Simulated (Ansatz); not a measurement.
# GePHF (doublet): wave-function methods side by side, cc-pVDZ

One table from this session's results is given with a row withheld; the runs are named, their logs left out.

The runs use Ansatz 0.2.0, Gaussian basis; cc-pVDZ, core rule «outside noble gas», up to 20 orbitals frozen.

Plan: UHF; CCSD(T) on ROHF; CCSD(T) on UHF; BCCD(T) on ROHF; CISD as a restricted active space (open shells left free, so some higher excitations enter); CCSDT(Q) on ROHF; CCSDT(Q) on UHF.

5 further runs of the same task are left out: 5 set aside as unsound or not needed. Runs told in other sessions of the task aren't counted.

## What is computed

The geometry is a PBE0/def2-TZVP stationary point (not a proven minimum) of the parent state, kept for this charge and spin. No spin-orbit coupling is included. The filled d shell of Ge may be among the frozen orbitals whatever the setting's name suggests.

4 atoms, charge 0, spin multiplicity 2.

Atoms are counted from 1 here; the program's logs count them from 0.

Bond lengths: F1–Ge2 1.761 Å, Ge2–P3 2.420 Å, P3–H4 1.429 Å. Angles: F1–Ge2–P3 106.8°, Ge2–P3–H4 98.0°.

The first run:

Input file in.yaml:

```yaml
crystal:
  periodic: [false, false, false]
  atoms:
    - {symbol: F, position_ang: [0.022711, 1.080147, 1.412008]}
    - {symbol: Ge, position_ang: [0.011442, -0.399531, 0.456732]}
    - {symbol: P, position_ang: [-0.083579, 0.267677, -1.867263]}
    - {symbol: H, position_ang: [1.315683, 0.208221, -2.149646]}
basis:
  gaussian: {orbitals: cc-pVDZ}
magnetization: {spin_polarized: true, initial_magnetization: 1}
hamiltonian: {xc: hf}
output: {orbitals: {seedname: orbitals}}
```

On the command line:

```
$ ansatz run in.yaml --threads 1 --pin off --events-out ev --progress --plain --max-ram 2560MiB --backend cpu
```

Among the steps run: UHF; CCSD(T) on ROHF; CCSD(T) on UHF; BCCD(T) on ROHF; CISD as a restricted active space (open shells left free, so some higher excitations enter); CCSDT(Q) on ROHF; CCSDT(Q) on UHF.

One of the session's tables, all rows but one given; the rest of the session is left out.

| method | from UCCSDT(Q) (meV) |
| --- | --- |
| ROHF | +11101.5 |
| UHF | +10977.0 |
| RMP2 | +1216.9 |
| UMP2 | +1271.9 |
| RCCSD | +346.9 |
| UCCSD | +346.1 |
| RCCSD(T) | +65.2 |
| UCCSD(T) | +66.8 |
| BCCD(T) | +58.1 |
| RCCSDT | +29.4 |
| UCCSDT | +29.7 |
| RCCSDT(Q) | ? |
| UCCSDT(Q) | 0 |

Estimate the missing values for RCCSDT(Q).

**Answer.** from UCCSDT(Q) (meV): +4.7. In the column «from UCCSDT(Q) (meV)» it lies between UCCSDT(Q) (0) and RCCSDT (+29.4).

Caveats from the session: Restricted and unrestricted rows rest on different reference determinants; a gap between their highest levels can come from leftover correlation error, from unlike frozen cores or from another state.
